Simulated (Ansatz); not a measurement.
# CrCoPt2: how the settings move a single-point run

Question: which choices in the input matter for CrCoPt2?

Computed with Ansatz 0.2.0 (reference: DFT, PBEsol, PAW with Ansatz's default frozen-core files, scalar-relativistic, unless a step's input says otherwise).

**1. The system as given**

The structure is tetragonal, space group P4/mmm (No. 123). Conventional cell: a = 3.819 Å, b = 3.819 Å, c = 3.746 Å, α = 90.00°, β = 90.00°, γ = 90.00°. Cr (site symmetry 4/mmm) is surrounded by 8 Pt at 2.67 Å and 4 Co at 2.70 Å. Co (site symmetry 4/mmm) is surrounded by 8 Pt at 2.67 Å and 4 Cr at 2.70 Å. Around Pt (site symmetry mmm) lie 4 Cr at 2.67 Å and 4 Co at 2.67 Å and 4 Pt at 2.70 Å.

Structure file:

```
Cr Co Pt
1.0
     3.81900    0.00000    0.00000
     0.00000    3.81900    0.00000
     0.00000    0.00000    3.74600
Cr Co Pt
1 1 2
Cartesian
  0.0000 0.0000 0.0000
  1.9095 1.9095 0.0000
  0.0000 1.9095 1.8730
  1.9095 0.0000 1.8730
```

**2. Reference**

Input file input.yaml:

```yaml
crystal:
  lattice:
    - [3.819, 0.0, 0.0]
    - [0.0, 3.819, 0.0]
    - [0.0, 0.0, 3.746]
  atoms:
    - { symbol: Cr, position: [0.0, 0.0, 0.0], spin: 2.6, spin_axis: [1.0, 0.0, 0.0] }
    - { symbol: Co, position: [0.5, 0.5, 0.0], spin: 1.4, spin_axis: [-1.0, 0.0, 0.0] }
    - { symbol: Pt, position: [0.0, 0.5, 0.5] }
    - { symbol: Pt, position: [0.5, 0.0, 0.5] }
magnetization:
  noncollinear: true
  spin_spiral: { q: [0.0, 0.375, 0.0] }
kpoints:
  mp_grid: { grid: [8, 8, 8], shift: [0.0, 0.5, 0.0] }
scf:
  occupations: { method: fermi_dirac, width: 0.05 }
  lower_state_search: "off"
hamiltonian:
  xc: pbesol
  pseudopotentials: { kind: paw }
output:
  eigenvalues: false
```

Started as:

```console
> ansatz run input.yaml --threads 2 --pin off --max-ram 6144MiB --backend cpu --events-out ev --progress --plain --runs-dir out
```

**3. Variant: noncollinear_xc locally_collinear**

Changes to input.yaml since step 2:

```diff
@@ -21,2 +21,3 @@
   pseudopotentials: { kind: paw }
+  noncollinear_xc: locally_collinear
 output:
```

**Question.** What will these runs give? Wanted: for each run, ending; energy change; abs. moment.

As calculated:

| run | ending | energy change | abs. moment (μB) | cycles | time |
| --- | --- | --- | --- | --- | --- |
| reference | converged | - | 4.30 | 23 | 2.4 min |
| 1: noncollinear_xc locally_collinear | converged | not comparable | 4.27 | 23 | 2.5 min |

Residual by cycle in the longest SCF loop of each run; runs are numbered as in the table. The quantity is the density residual dr2, in eV.

| cycle | reference | run 1 |
| --- | --- | --- |
| 1 | 94.3 | 94.3 |
| 3 | 34.3 | 34.3 |
| 5 | 5.77 | 5.79 |
| 7 | 1.45 | 1.47 |
| 9 | 0.0965 | 0.097 |
| 11 | 0.277 | 0.265 |
| 13 | 0.00148 | 0.00124 |
| 15 | 0.00607 | 0.00558 |
| 17 | 0.00868 | 0.0058 |
| 19 | 2.8e-5 | 8.3e-5 |
| 21 | 5.2e-6 | 1.9e-6 |
| 23 | 2.9e-8 | 1.4e-8 |

A change of spin-orbit coupling puts the total energy on another scale; pressure, gap, moments and forces, where computed, barely move.
